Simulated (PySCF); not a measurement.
# C7H13P: the cost of one run

Programs: PySCF 2.14.0, with routines of our own; each step states its level. All values are computed. Atoms count from 0.

## (1) The system as given

21 atoms, charge 0, multiplicity 3; geometry from: GFN2-xTB.

## (2) Open-shell or spin-flip excitations: unrestricted TDDFT PBE0/def2-SVP

Job settings and geometry (Å):

```
{"job": {"kind": "uabs", "xc": "PBE0", "basis": "def2-SVP", "nstates": 10, "tda": false}, "charge": 0, "multiplicity": 3}
C     -0.979780     0.842618    -3.146054
C     -1.171652     0.292962    -2.079790
P     -0.688235    -0.077890    -0.347754
C     -0.699656    -1.829566    -0.590853
C     -2.351632     0.289000     0.371723
C      0.295480    -0.089663     1.383452
C      1.786901    -0.228011     1.167011
C      2.340680     0.945300     0.371400
H     -1.010497     1.233943    -4.123114
H     -1.261484    -2.219831    -1.423928
H      0.100160    -2.441650    -0.208001
H     -2.500709     1.367330     0.381241
H     -3.108566    -0.169081    -0.261011
H     -2.418142    -0.101241     1.384435
H      0.063993     0.854380     1.879315
H     -0.109706    -0.919859     1.965008
H      1.999385    -1.157046     0.631594
H      2.290845    -0.286416     2.137787
H      1.829581     1.004139    -0.590525
H      3.407162     0.827430     0.194451
H      2.176952     1.880094     0.903140
```

With the program's defaults for keys left out, this is: unrestricted TDDFT PBE0/def2-SVP, vertical, gas phase, core orbitals frozen in the response.

Launch:

```console
$ OMP_NUM_THREADS=1 python excited_run.py task.json out
```

One launch serves the whole session: the jobs run in the order shown.

**Question.** How long does this first job take on 1 thread of Arm Neoverse V1, shared host, and how much memory does it need?

About 1.9 min, with a peak of 0.73 GiB.
